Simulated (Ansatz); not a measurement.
# GdN (Fm-3m): which magnetic order lies lowest

An exercise on one series of results from a longer session: the logs are not shown, and one member is left open.

Program: Ansatz 0.2.0. Level of theory: DFT r²SCAN, scalar-relativistic, plane waves, PAW. These are calculated values, not measurements.

## The system as given

It takes space group Fm-3m (No. 225, cubic). The conventional cell has a = 4.973 Å, b = 4.973 Å, c = 4.973 Å, α = 90.00°, β = 90.00°, γ = 90.00°. Gd (site symmetry m-3m) is surrounded by 6 N at 2.49 Å. Around N (site symmetry m-3m) lie 6 Gd at 2.49 Å.

Structure file:

```
CELL_PARAMETERS angstrom
0.00000 2.48658 2.48658
2.48658 0.00000 2.48658
2.48658 2.48658 0.00000
ATOMIC_POSITIONS crystal
Gd 0.00000 0.00000 0.00000
N 0.50000 0.50000 0.50000
```

This cell comes from an earlier session at r²SCAN: 15.375 Å³/atom at 0.05 GPa, on a 12×12×12 mesh.

The first run:

Input file input.yaml:

```yaml
crystal:
  lattice:
    - [0.0, 2.4865793985, -2.4865793985]
    - [0.0, 2.4865793985, 2.4865793985]
    - [4.973158797, 0.0, 0.0]
  atoms:
    - { symbol: Gd, position: [0.0, 0.0, 0.0], spin: 7.0 }
    - { symbol: "N", position: [0.0, 1.0, 0.5] }
    - { symbol: Gd, position: [0.5, 0.5, 0.5], spin: 7.0 }
    - { symbol: "N", position: [0.5, 1.5, 1.0] }
basis:
  ecutwfc: 500
  ecutrho_ratio: 4
kpoints:
  mp_grid: { grid: [8, 8, 6] }
hamiltonian:
  xc: r2scan
scf:
  occupations: { method: gaussian, width: 0.05 }
  lower_state_search: "off"
output:
  forces: true
  stress: true
  eigenvalues: true
  populations: true
magnetization:
  spin_polarized: true
```

Command:

```console
ansatz run input.yaml --threads 2 --pin off --max-ram 5120MiB --backend cpu --events-out ev --progress --plain --runs-dir out
```

Steps of the session up to this table: Ferromagnetic, larger cell; Antiferromagnetic, propagation vector (1, 0, 0); Antiferromagnetic, propagation vector (1/2, 1/2, -1/2); No spin polarisation.

One table of the session follows, with a row left open; its other results are not shown here.

| order | above the lowest (meV/atom) | largest moment (μB) | pressure (GPa) | gap on the mesh (eV) |
| --- | --- | --- | --- | --- |
| ferromagnetic | 0.0 | 6.93 | 0.0 | 0.00 |
| antiferromagnetic, propagation vector (1, 0, 0) | 6.1 | 6.90 | 0.3 | 0.19 |
| antiferromagnetic, propagation vector (1/2, 1/2, -1/2) | ? | ? | ? | ? |
| no spin polarisation | 4295.8 | 0.00 | -2.7 | 0.00 |

Estimate the missing values for antiferromagnetic, propagation vector (1/2, 1/2, -1/2).

The run gave: above the lowest (meV/atom): 5.4; largest moment (μB): 6.91; pressure (GPa): 0.4; gap on the mesh (eV): 0.41. In the column «above the lowest (meV/atom)» it lies between ferromagnetic (0.0) and antiferromagnetic, propagation vector (1, 0, 0) (6.1).

The first row is the run of the earlier session that started with parallel moments (-4867.3039 eV/atom).

To keep in mind: Only these orders were tried, at zero temperature; the one found in experiment may not be among them. Warnings in the runs' records: stability check not made, look outside group.
